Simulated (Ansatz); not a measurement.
**HBr (singlet): wB97X-V, wB97M-V over a scan of the distance Br1–H2, cc-pVDZ**

How well do these functionals follow the top wave-function level for HBr (singlet) over a scan of the distance Br1–H2?

Computed with Ansatz 0.2.0, Gaussian basis. Level: cc-pVDZ, all electrons in the functionals.

Plan: wB97X-V, wB97M-V, at 1.108 Å; 1.310 Å; 1.421 Å; 1.581 Å; 1.702 Å; 1.944 Å; 2.227 Å; 2.588 Å; 3.050 Å; 3.902 Å; 4.718 Å.

16 further runs of the same task are left out: 13 that didn't finish, 3 set aside as unsound or not needed.

## (1) The geometry

The geometry derives from a PBE0/def2-TZVP stationary point (not a proven minimum). One bond is set to the value named and the two fragments are kept rigid. No spin-orbit coupling is included. The filled d shell of Br may be among the frozen orbitals whatever the setting's name suggests; the logs give the count.

2 atoms, charge 0, spin multiplicity 1.

Atoms are counted from 1 here; the program's logs count them from 0.

Bond lengths: Br1–H2 1.421 Å.

No dispersion term is added; wB97X-V, wB97M-V hold VV10 nonlocal correlation.

The geometry shown and the zero of energy belong to the point 1.421 Å. The yardstick, FCI, and other wave-function levels (R restricted, U unrestricted, valence and pair active spaces) come from earlier runs.

## (2) wB97X-V, 1.108 Å

in.yaml

```yaml
crystal:
  periodic: [false, false, false]
  atoms:
    - {symbol: Br, position_ang: [0.000000, 0.000000, 0.000000]}
    - {symbol: H, position_ang: [0.000000, 0.000000, 1.108000]}
basis:
  gaussian: {orbitals: cc-pVDZ}
hamiltonian: {xc: {name: wB97X-V}}
```

Run with:

```console
ansatz run in.yaml --threads 1 --pin off --events-out ev --progress --plain --max-ram 2393MiB
```

Further steps of the session: wB97X-V, 1.310 Å; wB97X-V, 1.421 Å; wB97X-V, 1.581 Å; wB97X-V, 1.702 Å; wB97X-V, 1.944 Å; wB97X-V, 2.227 Å; wB97X-V, 2.588 Å; wB97X-V, 3.050 Å; wB97X-V, 3.902 Å; wB97X-V, 4.718 Å; wB97M-V, 1.108 Å; wB97M-V, 1.310 Å; wB97M-V, 1.421 Å; wB97M-V, 1.581 Å; wB97M-V, 1.702 Å; wB97M-V, 1.944 Å; wB97M-V, 2.227 Å; wB97M-V, 2.588 Å; wB97M-V, 3.050 Å; wB97M-V, 3.902 Å; wB97M-V, 4.718 Å.

**Question.** What will the summary of the whole plan be? Wanted: span of the FCI curve; largest miss, wB97X-V; largest miss, wB97M-V.

**Answer**, as computed:

| quantity | value |
| --- | --- |
| span of the FCI curve | 3.761 eV |
| largest miss, wB97X-V | +0.406 eV (2.227 Å) |
| largest miss, wB97M-V | +0.342 eV (2.588 Å) |

Of the functionals, wB97M-V keep the smallest largest miss at the points compared (at most 0.342 eV) and wB97X-V strays most (0.406 eV, at 2.227 Å). wB97X-V, wB97M-V clearly break the spin symmetry at some points (⟨S²⟩ up to 1.00 above the pure value), so energy there is bought with a mixed spin. Functionals and the yardstick converge differently with the basis, so part of each miss in cc-pVDZ is the basis.
